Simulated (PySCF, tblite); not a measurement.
# C₆H₁₄N₂Si: geometry, infrared bands and NMR shifts

Wanted: the infrared bands and NMR shifts of C₆H₁₄N₂Si (`C=CCN1CCCN1[SiH3]`), by calculation.

Computed with tblite 0.8.0 and PySCF 2.14.0, with density-fitted response routines of our own, on a single molecule in the gas phase. Atoms count from 0, in the outputs and in this text.

### Step 1. Starting geometry

23 atoms, charge 0, multiplicity 1; geometry from: force field or distance geometry start.

Bonds of the start (Å): C0–C1 1.35, C1–C2 1.50, C2–N3 1.50, N3–C4 1.46, C4–C5 1.51, C5–C6 1.51, C6–N7 1.48, N7–Si8 1.72, N7–N3 1.49, C0–H9 1.08, C0–H10 1.08, C1–H11 1.08, C2–H12 1.09, C2–H13 1.09, C4–H14 1.09, C4–H15 1.10, C5–H16 1.09, C5–H17 1.10, C6–H18 1.10, C6–H19 1.09, Si8–H20 1.49, Si8–H21 1.49, Si8–H22 1.48.

### Step 2. Relaxing the molecule with GFN2-xTB

What the job is given:

```
{"job": {"kind": "relax", "xc": "GFN2-xTB", "basis": "xTB"}, "charge": 0, "multiplicity": 1}
C      3.515200     0.343100    -0.077400
C      2.332000     0.908000     0.254900
C      1.136000     0.137000     0.735200
N     -0.070300     0.491700    -0.082200
C     -0.013900    -0.152700    -1.395600
C     -0.814700    -1.426800    -1.267100
C     -1.912800    -1.006800    -0.325800
N     -1.269900    -0.062200     0.608300
Si    -2.161400     1.085700     1.520100
H      3.653700    -0.729400    -0.037900
H      4.336900     0.960200    -0.401600
H      2.228200     1.982100     0.222500
H      1.305700    -0.940400     0.746000
H      0.971600     0.434000     1.774800
H      0.994000    -0.325900    -1.781400
H     -0.508800     0.517500    -2.108800
H     -1.193900    -1.779600    -2.220900
H     -0.199800    -2.224600    -0.816800
H     -2.341300    -1.868500     0.207900
H     -2.709100    -0.524100    -0.891400
H     -1.268300     1.758500     2.499600
H     -2.778100     2.077800     0.594200
H     -3.235600     0.372500     2.253500
```

On the command line:

```bash
> OMP_NUM_THREADS=1 python probes_run.py task.json out
```

This one command runs all jobs of the session in turn.

**Question.** This job is followed by: GFN2-xTB harmonic vibrations, gas phase; GIAO PBE0/pcSseg-1 NMR shielding, non-relativistic, gas phase. Predict these results of the whole session: strongest single infrared mode (GFN2-xTB); zero-point energy (GFN2-xTB); 13C shifts against TMS (PBE0/pcSseg-1); 1H shifts against TMS (PBE0/pcSseg-1, means over atoms taken as alike); 15N shifts against NH3 (PBE0/pcSseg-1); 29Si shifts against TMS (PBE0/pcSseg-1); surface potential, 1st and 99th percentile.

The runs gave:

| quantity | value |
| --- | --- |
| strongest single infrared mode (GFN2-xTB) | 2165 cm⁻¹, 377 km/mol |
| zero-point energy (GFN2-xTB) | 118.0 kcal/mol |
| 13C shifts against TMS (PBE0/pcSseg-1) | 148.7, 122.4, 63.5, 51.5, 46.7, 29.6 ppm |
| 1H shifts against TMS (PBE0/pcSseg-1, means over atoms taken as alike) | 6.38, 5.41, 5.30, 4.71, 3.34, 3.21, 2.95, 2.02 ppm |
| 15N shifts against NH3 (PBE0/pcSseg-1) | 121.9, 96.5 ppm |
| 29Si shifts against TMS (PBE0/pcSseg-1) | -54.5 ppm |
| surface potential, 1st and 99th percentile | -1.10 V and 0.84 V |

In words: The optimisation took 142 steps and gained 0.318 eV; among the close pairs (by a distance rule), N3–N7 changed most, from 1.491 to 1.417 Å. No mode is imaginary among the 63: a minimum at this level. The strongest single mode, at 2165 cm⁻¹, moves mainly H21. Unscaled tight-binding wavenumbers are off by several per cent, some by more. Its intensities can rank the bands wrongly. C1 (alkene CH) lies farthest downfield among carbon, at 148.7 ppm; the olefinic region. The most deshielded hydrogen is H11 (hydrogen on an alkene CH), at 6.38 ppm: attached to an sp2 carbon and in the plane of the double bond. At PBE0/pcSseg-1: The largest span, 236 ppm, is at C1, where the paramagnetic term is -218 ppm.
